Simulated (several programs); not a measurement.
## CsSnI₃ (cubic perovskite) from semi-empirical methods to plane-wave DFT

CsSnI₃ (cubic perovskite), relaxed with r2SCAN in Ansatz, was computed with several methods. The symmetry is Pm-3m (No. 221, cubic); a = 6.241 Å in the conventional setting, 48.63 Å³ an atom. Around Cs lie 12 I at 4.41 Å; around Sn lie 6 I at 3.12 Å; around I lie 2 Sn at 3.12 Å and 4 Cs at 4.41 Å. The cell comes from a prototype generator: it can be a known phase or a hypothetical one. Spin polarisation is off.

Space group Pm-3m (No. 221). a = 6.241 Å, b = 6.241 Å, c = 6.241 Å, α = 90.00°, β = 90.00°, γ = 90.00°
```json
{"atom": "Cs", "site": "1a", "symmetry": "m-3m", "x": "0.0000", "y": "0.0000", "z": "0.0000"}
{"atom": "Sn", "site": "1b", "symmetry": "m-3m", "x": "0.5000", "y": "0.5000", "z": "0.5000"}
{"atom": "I", "site": "3c", "symmetry": "4/mm.m", "x": "0.5000", "y": "0.5000", "z": "0.0000"}
```

Gaps and times are for a single point on this cell; volume and bulk modulus come from each method's own relaxation or energy curve at fixed shape. Times are rough, from shared hosts (Arm Neoverse N1; Intel Xeon Platinum 8375C CPU @ 2.90GHz), and each method has its own mesh and cell size. A star marks a curve whose lowest point is an end point. PM6 (MOPAC), PM7 (MOPAC), GFN1-xTB (tblite), GFN2-xTB (tblite) treat a cluster of cells at its zone centre, which samples few k points: where these miss a band edge, the gap comes out too large for that reason alone. Gaps from k meshes are read at a limited set of points (mesh, symmetry points, PBE's band edges), so each method's own least gap may be somewhat smaller. xTB and the PM methods were fitted mostly to molecules, and can miss a solid's gap by electronvolts. Minimal bases can be far off for gaps. Times of the plane-wave ladder aren't listed, since it ran on unlike processors and cards. GLLB-SC's gap includes the derivative discontinuity. d marks a direct gap, i an indirect one (no mark: not told apart), a dash a value that wasn't computed or didn't pass its checks.

```csv
method,kind,gap (eV),own volume (Å³/atom),bulk modulus (GPa),atoms computed,processor time
PBEsol,semilocal,–,46.68,–,5,–
GFN1-xTB (tblite),tight binding,0.89,44.30,36,cluster,3.3 s
PM7 (MOPAC),semi-empirical,6.11,46.15,61,cluster,3.8 s
GFN2-xTB (tblite),tight binding,3.67,–,–,cluster,4.5 s
light PBE (260 eV and a coarse mesh),light plane-wave,0.34 d,–,–,5,5 s
PM6 (MOPAC),semi-empirical,3.38,–,–,cluster,5.9 s
LDA,semilocal,0.36 d,44.25,–,5,–
PBE/SZV (CP2K),small basis,0.42 d,54.37*,16*,5,16 s
PBE,semilocal,0.38 d,49.96,15,5,–
PBE/DZVP (CP2K),small basis,0.34 d,50.09,15,5,32 s
r2SCAN,semilocal,0.50 d,48.63,17,5,–
PBE+SOC,semilocal,0.01,–,–,5,–
GLLB-SC (GPAW),model potential,0.79,–,–,5,110 s
PBE0,hybrid,1.53 d,–,–,5,–
HSE06,hybrid,0.85 d,–,–,5,–
DDH-PBE0,hybrid,0.86 d,–,–,5,–
```

Against HSE06 (0.85 eV) and with closed or daggered gaps left aside, the nearest gap at the points sampled is that of DDH-PBE0 (+0.01 eV) and the farthest that of PM7 (MOPAC) (+5.26 eV). HSE06 is only a yardstick of convenience, and nearness to it can be luck.

Volumes against r2SCAN's: PBEsol -4.0 %, GFN1-xTB (tblite) -8.9 %, PM7 (MOPAC) -5.1 %, LDA -9.0 %, PBE +2.7 %, PBE/DZVP (CP2K) +3.0 %.

Only the rows marked +SOC include spin-orbit coupling.
